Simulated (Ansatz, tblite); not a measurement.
**Sn(NH2)Me3 (C3H11NSn): removing and adding an electron**

One table from this session's results is given with a row withheld; the runs are named, their logs left out.

Computed with Ansatz 0.2.0, Gaussian basis. Level: as each input shows.

Levels to be run: charge +1 doublet, at the geometry of the singlet (PBE0-D4/def2-TZVP, PBE-D4/def2-TZVP, ωB97M-V/def2-TZVP, CCSD(T)/def2-SVP); charge -1 doublet, at the geometry of the singlet (PBE0-D4/def2-TZVPD, PBE-D4/def2-TZVPD, ωB97M-V/def2-TZVPD); the starting singlet's energies come from earlier runs.

2 further runs of the same task are left out: 2 set aside as unsound or not needed.

### The structure

The singlet was relaxed beforehand with PBE0-D4/def2-SVP.

16 atoms, charge 0, spin multiplicity 1.

Atoms are counted from 1 here; the program's logs count them from 0.

Bond lengths: Sn1–N2 2.057 Å, Sn1–C5 2.148 Å, Sn1–C9 2.160 Å, Sn1–C13 2.148 Å, N2–H3 1.019 Å, N2–H4 1.019 Å, C5–H6 1.100 Å, C5–H7 1.099 Å, C5–H8 1.100 Å, C9–H10 1.100 Å, C9–H11 1.100 Å, C9–H12 1.100 Å, C13–H14 1.100 Å, C13–H15 1.099 Å, C13–H16 1.100 Å. Angles: N2–Sn1–C5 105.2°, N2–Sn1–C9 113.3°, N2–Sn1–C13 105.3°, C5–Sn1–C9 110.7°, C5–Sn1–C13 111.5°, C9–Sn1–C13 110.6°, Sn1–N2–H3 113.3°, Sn1–N2–H4 113.2°, H3–N2–H4 106.6°, Sn1–C5–H6 110.5°, Sn1–C5–H7 109.5°, Sn1–C5–H8 110.9°, H6–C5–H7 108.8°, H6–C5–H8 108.4°, H7–C5–H8 108.7°, Sn1–C9–H10 110.1°, Sn1–C9–H11 110.5°, Sn1–C9–H12 110.5° and more.

Sn takes a core potential in the def2 sets. No spin-orbit coupling is included.

Set-up of the first run:

The input, in.yaml:

```yaml
crystal:
  periodic: [false, false, false]
  atoms:
    - {symbol: Sn, position_ang: [0.010530, -0.023103, 0.124913]}
    - {symbol: N, position_ang: [0.109969, -0.211851, 2.170915]}
    - {symbol: H, position_ang: [-0.804829, -0.236246, 2.618772]}
    - {symbol: H, position_ang: [0.632857, 0.539297, 2.618576]}
    - {symbol: C, position_ang: [2.053103, -0.012185, -0.540339]}
    - {symbol: H, position_ang: [2.101636, -0.104545, -1.635007]}
    - {symbol: H, position_ang: [2.589790, -0.858813, -0.089173]}
    - {symbol: H, position_ang: [2.555586, 0.921107, -0.247440]}
    - {symbol: C, position_ang: [-1.010661, 1.767689, -0.520893]}
    - {symbol: H, position_ang: [-1.042206, 1.810343, -1.619942]}
    - {symbol: H, position_ang: [-0.488537, 2.662530, -0.151909]}
    - {symbol: H, position_ang: [-2.042953, 1.781029, -0.141826]}
    - {symbol: C, position_ang: [-1.029608, -1.774377, -0.556954]}
    - {symbol: H, position_ang: [-2.058535, -1.792545, -0.169266]}
    - {symbol: H, position_ang: [-0.504822, -2.673705, -0.204833]}
    - {symbol: H, position_ang: [-1.071311, -1.794635, -1.655593]}
basis:
  gaussian: {orbitals: def2-TZVP}
total_charge: 1
magnetization: {spin_polarized: true, initial_magnetization: 1}
hamiltonian: {xc: pbe0, dispersion: d4}
scf: {omitted_lower_state_checks: [starts]}
output: {orbitals: {seedname: orbitals}}
```

Launch:

```
> ansatz run in.yaml --threads 4 --pin off --events-out ev --progress --plain --max-ram 8704MiB
```

Among the steps run: Charge +1 doublet at the fixed geometry, PBE0-D4/def2-TZVP; Charge +1 doublet at the fixed geometry, PBE-D4/def2-TZVP; Charge +1 doublet at the fixed geometry, ωB97M-V/def2-TZVP; Charge +1 doublet at the fixed geometry, CCSD(T)/def2-SVP.

One table of the session follows, with a row left open; its other results are not shown here.

```
           method  vertical ionisation energy (eV)
      HF/def2-SVP                             7.53
 PBE-D4/def2-TZVP                                ?
PBE0-D4/def2-TZVP                             8.65
ωB97M-V/def2-TZVP                             8.90
     MP2/def2-SVP                             8.77
    CCSD/def2-SVP                             8.51
 CCSD(T)/def2-SVP                             8.52
```

Estimate the missing values for PBE-D4/def2-TZVP.

As computed: vertical ionisation energy (eV): 8.41. In the column «vertical ionisation energy (eV)» it lies between HF/def2-SVP (7.53) and CCSD/def2-SVP (8.51).

Caveats from the session: The yardstick is in a double-zeta basis, so levels in larger sets aren't compared like for like.
